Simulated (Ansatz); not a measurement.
# H: the cost of one run

Computed with Ansatz 0.2.0 (DFT LDA, scalar-relativistic, plane waves, PAW, unless a step's input says otherwise).

### Step 1. The system as given

The structure is orthorhombic, space group Cmce (No. 64). The conventional cell has a = 5.247 Å, b = 5.134 Å, c = 4.142 Å, α = 90.00°, β = 90.00°, γ = 90.00°. Around H (site symmetry m) lie 1 H at 0.74 Å.

Structure file:

```
H
1.0
     2.62348   -2.56690    0.00000
     2.62348    2.56690    0.00000
     0.00000    0.00000    4.14182
H
4
Direct
  0.95330 0.04670 0.06851
  0.45330 0.54670 0.43149
  0.54670 0.45330 0.56851
  0.04670 0.95330 0.93149
```

It goes back to an entry of the Materials Project, which need not be the stable form.

The cell is taken as given, not relaxed at this level.

### Step 2. Zero of the scan

The input, input.yaml:

```yaml
crystal:
  lattice:
    - [2.6234813799, -2.5669048168, 0.0]
    - [2.6234813799, 2.5669048168, 0.0]
    - [0.0, 0.0, 4.141818]
  atoms:
    - { symbol: H, position: [0.95329563, 0.04670437, 0.06850889] }
    - { symbol: H, position: [0.45329563, 0.54670437, 0.43149111] }
    - { symbol: H, position: [0.54670437, 0.45329563, 0.56850889] }
    - { symbol: H, position: [0.04670437, 0.95329563, 0.93149111] }
basis:
  ecutwfc: 420
kpoints:
  mp_grid: { grid: [8, 8, 6] }
hamiltonian:
  xc: lda
scf:
  occupations: { method: gaussian, width: 0.05 }
output:
  forces: true
  stress: true
  eigenvalues: true
```

On the command line:

```console
$ ansatz run input.yaml --threads 1 --pin off --max-ram 1228MiB --backend cpu --events-out ev --progress --plain --runs-dir out
```

What time and memory should one allow on 1 thread of an Arm CPU, shared host?

About 1.6 s, with a peak of 0.28 GiB.
